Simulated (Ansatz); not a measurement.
# ZnS: a single-point run

The task is a single point on ZnS that gives the gradients at the nuclei.

Program: Ansatz 0.2.0. Level of theory: Kohn-Sham DFT, with the functional, basis and potentials that each input names (as first typed). These are calculated values, not measurements.

## 1. The system as given

The structure is hexagonal, space group P6_3mc (No. 186). The conventional cell has a = 3.808 Å, b = 3.808 Å, c = 24.891 Å, α = 90.00°, β = 90.00°, γ = 120.00°. Zn (site symmetry 3m) has 4 S at 2.33 to 2.34 Å as nearest neighbours. Zn (site symmetry 3m) is surrounded by 4 S at 2.33 Å. Around S (site symmetry 3m) lie 4 Zn at 2.33 Å. S (site symmetry 3m) has 4 Zn at 2.33 to 2.34 Å as nearest neighbours.

Structure file:

```cif
data_structure
_symmetry_space_group_name_H-M 'P 1'
_symmetry_Int_Tables_number 1
_cell_length_a 3.8084
_cell_length_b 3.8084
_cell_length_c 24.8910
_cell_angle_alpha 90.000
_cell_angle_beta 90.000
_cell_angle_gamma 120.000
_cell_volume 312.65
loop_
_atom_site_label
_atom_site_type_symbol
_atom_site_fract_x
_atom_site_fract_y
_atom_site_fract_z
_atom_site_occupancy
Zn1 Zn 0.33333 0.66667 0.74991 1
Zn2 Zn 0.33333 0.66667 0.12479 1
Zn3 Zn 0.00000 0.00000 0.00004 1
Zn4 Zn 0.66667 0.33333 0.87532 1
Zn5 Zn 0.66667 0.33333 0.24991 1
Zn6 Zn 0.33333 0.66667 0.37532 1
Zn7 Zn 0.00000 0.00000 0.50004 1
Zn8 Zn 0.66667 0.33333 0.62479 1
S1 S 0.00000 0.00000 0.59371 1
S2 S 0.66667 0.33333 0.96899 1
S3 S 0.33333 0.66667 0.21850 1
S4 S 0.66667 0.33333 0.34393 1
S5 S 0.33333 0.66667 0.84393 1
S6 S 0.33333 0.66667 0.46899 1
S7 S 0.66667 0.33333 0.71850 1
S8 S 0.00000 0.00000 0.09371 1
```

## 2. The calculation

input.yaml reads:

```yaml
crystal:
  lattice:
    - [3.8083864859, 0.0, 0.0]
    - [-1.9041932429, 3.2981594442, 0.0]
    - [0.0, 0.0, 24.89095901]
  atoms:
    - { symbol: Zn, position: [0.3333333333, 0.6666666667, 0.74991292] }
    - { symbol: Zn, position: [0.3333333333, 0.6666666667, 0.12478582] }
    - { symbol: Zn, position: [0.0, 0.0, 4.287e-05] }
    - { symbol: Zn, position: [0.6666666667, 0.3333333333, 0.87532473] }
    - { symbol: Zn, position: [0.6666666667, 0.3333333333, 0.24991292] }
    - { symbol: Zn, position: [0.3333333333, 0.6666666667, 0.37532473] }
    - { symbol: Zn, position: [0.0, 0.0, 0.50004287] }
    - { symbol: Zn, position: [0.6666666667, 0.3333333333, 0.62478582] }
    - { symbol: S, position: [0.0, 0.0, 0.59371274] }
    - { symbol: S, position: [0.6666666667, 0.3333333333, 0.96898812] }
    - { symbol: S, position: [0.3333333333, 0.6666666667, 0.21850247] }
    - { symbol: S, position: [0.6666666667, 0.3333333333, 0.34392833] }
    - { symbol: S, position: [0.3333333333, 0.6666666667, 0.84392833] }
    - { symbol: S, position: [0.3333333333, 0.6666666667, 0.46898812] }
    - { symbol: S, position: [0.6666666667, 0.3333333333, 0.71850247] }
    - { symbol: S, position: [0.0, 0.0, 0.09371274] }
kpoints:
  mp_grid: { grid: [8, 8, 2] }
scf:
  occupations: { method: fermi_dirac, width: 0.02 }
  max_iter: 75
hamiltonian:
  xc: pbe
  pseudopotentials: { kind: paw, frozen_core: stored }
  hubbard: { sites: [{ species: S, l: p, u_eff: 40.0 }] }
output:
  forces: true
  stress: true
  populations: true
  efg: { quadrupole_moments_barn: { Zn: 0.122, S: -0.0694 } }
```

Command:

```
$ ansatz run input.yaml --threads 1 --pin off --max-ram 3072MiB --backend cpu --events-out ev --progress --plain --runs-dir out
```

What happens when this is run?

The run converged and reported no error. Convergence says nothing about whether the input makes sense.

In the input, hamiltonian.hubbard.sites is [{species: S, l: p, u_eff: 40.0}]. The Hubbard parameter is far from any physical value.

Run again and compare: delete hamiltonian.hubbard.sites.
